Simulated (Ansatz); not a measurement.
The system is Ta3AsAu2O13.

```
CELL_PARAMETERS angstrom
6.80067 -1.92163 -0.02621
6.80067 1.92163 -0.02621
-1.72225 0.00000 10.37288
ATOMIC_POSITIONS crystal
Ta 0.29832 0.29832 0.63042
Ta 0.35838 0.35838 0.00386
Ta 0.64153 0.64153 0.99841
As 0.70210 0.70210 0.36249
Au 0.60176 0.60176 0.63181
Au 0.39989 0.39989 0.36577
O 0.34257 0.34257 0.80557
O 0.41638 0.41638 0.55635
O 0.78159 0.78159 0.59389
O 0.65958 0.65958 0.20071
O 0.59095 0.59095 0.43486
O 0.21897 0.21897 0.41156
O 0.61546 0.61546 0.82214
O 0.14400 0.14400 0.64097
O 0.38300 0.38300 0.17947
O 0.84498 0.84498 0.35825
O 0.50050 0.50050 0.00258
O 0.81269 0.81269 0.99232
O 0.18737 0.18737 0.00856
```

The cell was built by a generator and needn't be a form met in nature.

| Item | Value |
| --- | --- |
| Program | Ansatz 0.2.0 |
| Task | relaxation of cell and atoms |
| Functional | PBEsol |
| Dispersion | D3(BJ) |
| Potentials or basis | Ansatz PAW |
| Cutoff | 420 eV (not typed: the program's choice for these potentials) |
| k mesh | 5 × 5 × 2 |
| Occupations | fermi-dirac, width 0.05 eV |
| Spin | no spin polarisation |

At the start: volume 14.26 Å³/atom.

Task: How do energy, volume and symmetry change on relaxing?

Result: It ends after 14 steps and the volume is 13.59 Å³/atom (-4.7 %); space group Cm (No. 8, to 0.05 Å).

Step by step:
| step | energy change (eV) | largest force (eV/Å) | volume (Å³) |
| --- | --- | --- | --- |
| 1 | 0.0000 | 0.2961 | 270.94 |
| 2 | -0.3020 | 0.3245 | 257.83 |
| 3 | -0.3143 | 0.1696 | 259.28 |
| 4 | -0.3192 | 0.1443 | 259.15 |
| 5 | -0.3248 | 0.0991 | 258.84 |
| 6 | -0.3275 | 0.1297 | 258.56 |
| 7 | -0.3279 | 0.0718 | 258.60 |
| 8 | -0.3279 | 0.0503 | 258.62 |
| 9 | -0.3279 | 0.0132 | 258.63 |
| 10 | -0.3282 | 0.0076 | 258.56 |
| 11 | -0.2896 | 0.0074 | 258.56 |
| 12 | -0.2921 | 0.0301 | 258.04 |
| 13 | -0.2917 | 0.0064 | 258.15 |
| 14 | -0.2900 | 0.0065 | 258.15 |

Final structure:
```
Ta As Au O
1.0
     6.67158   -1.89896   -0.05306
     6.67158    1.89896   -0.05306
    -1.73117    0.00000   10.20182
Ta As Au O
3 1 2 13
Cartesian
  2.8589 0.0000 6.3754
  4.7589 0.0000 0.0109
  6.8436 0.0000 10.1415
  8.7619 0.0000 3.6633
  6.9158 0.0000 6.3804
  4.7318 0.0000 3.7153
  3.1440 0.0000 8.1777
  4.6026 0.0000 5.6668
  9.3872 0.0000 5.8571
  8.4759 0.0000 1.9885
  7.1127 0.0000 4.3638
  2.2150 0.0000 4.1711
  6.7873 0.0000 8.3191
  0.7810 0.0000 6.5042
  4.8224 0.0000 1.8177
  10.6897 0.0000 3.5586
  6.6708 0.0000 -0.0277
  9.1155 0.0000 10.0424
  2.5048 0.0000 0.0823
```

Caveat: the plane-wave basis is chosen anew once the cell has moved, so the energies of steps on either side of that aren't comparable; the pressure holds a Pulay correction of +0.7 GPa for the finite cutoff; pairwise dispersion overbinds metals, which lowers pressure and volume; the PAW data sets come from PBE, with cores solved anew for the run's functional, which leaves a small shift of forces and pressure.
